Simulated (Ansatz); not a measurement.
**Pb: pressure up to the limit of the methods**

The task here is to estimate one member of a computed series from the others.

Program: Ansatz 0.2.0. Level of theory: DFT PBEsol, with the methods named in each step. These are calculated values, not measurements.

1 further run of the same task is left out (it didn't finish). Runs told in other sessions of the task aren't counted.

## Starting point

Symmetry: Pm-3m, No. 221, cubic system. Conventional cell: a = 3.185 Å, b = 3.185 Å, c = 3.185 Å, α = 90.00°, β = 90.00°, γ = 90.00°. Pb (site symmetry m-3m) has 6 Pb at 3.18 Å in its first shell of neighbours.

Coordinates:

```
Pb
1.0
     3.18450    0.00000    0.00000
     0.00000    3.18450    0.00000
     0.00000    0.00000    3.18450
Pb
1
Direct
  0.00000 0.00000 0.00000
```

Whether this phase is the stable one at these pressures isn't tested.

Set-up of the first run:

input.yaml reads:

```yaml
crystal:
  lattice:
    - [3.1845005694, 0.0, 0.0]
    - [0.0, 3.1845005694, 0.0]
    - [0.0, 0.0, 3.1845005694]
  atoms:
    - { symbol: Pb, position: [0.0, 0.0, 0.0] }
kpoints:
  mp_grid: { grid: [13, 13, 13] }
scf:
  occupations: { method: fermi_dirac, width: 0.05 }
hamiltonian:
  xc: pbesol
  pseudopotentials: { kind: paw }
output:
  forces: true
  stress: true
  write_density: true
  write_potential: true
  elf: true
  volumetric_format: npy
relax:
  f_tol: 0.005
  max_steps: 40
  cell: {}
```

The run is started by

```console
> ansatz run input.yaml --threads 1 --pin off --max-ram 2048MiB --backend cpu --events-out ev --progress --plain --runs-dir out
```

Among the steps run: Cell relaxed at zero pressure, PAW; Volume scaled by 1, PAW; Volume scaled by 1, PAW (level accurate); Volume scaled by 0.88, PAW; Volume scaled by 0.78, PAW; Volume scaled by 0.68, PAW; Volume scaled by 0.58, PAW; Volume scaled by 0.5, PAW; Volume scaled by 0.43, PAW; Volume scaled by 0.43, PAW (source ansatz).

One of the session's tables, all rows but one given; the rest of the session is left out.

```
              method  volume over the first  volume (Å³/atom)  pressure (GPa)
                 PAW                      1            32.189            0.02
                 PAW                   0.88            28.326            7.58
                 PAW                   0.78            25.107           19.89
                 PAW                   0.68            21.889           43.53
                 PAW                   0.58            18.670           91.63
                 PAW                    0.5                 ?               ?
                 PAW                   0.43            13.841          301.55
PAW (level accurate)                      1            32.189            0.07
 PAW (source ansatz)                   0.43            13.841          301.78
```

Estimate the missing values for PAW, 0.5.

The run gave: volume (Å³/atom): 16.094; pressure (GPa): 169.79. In the column «volume (Å³/atom)» it lies between PAW (source ansatz), 0.43 (13.841) and PAW, 0.58 (18.670).

Limits of these values: At pressures up to 302 GPa the PAW spheres may overlap and frozen cores may not hold, so those PAW values are rough without an all-electron check.
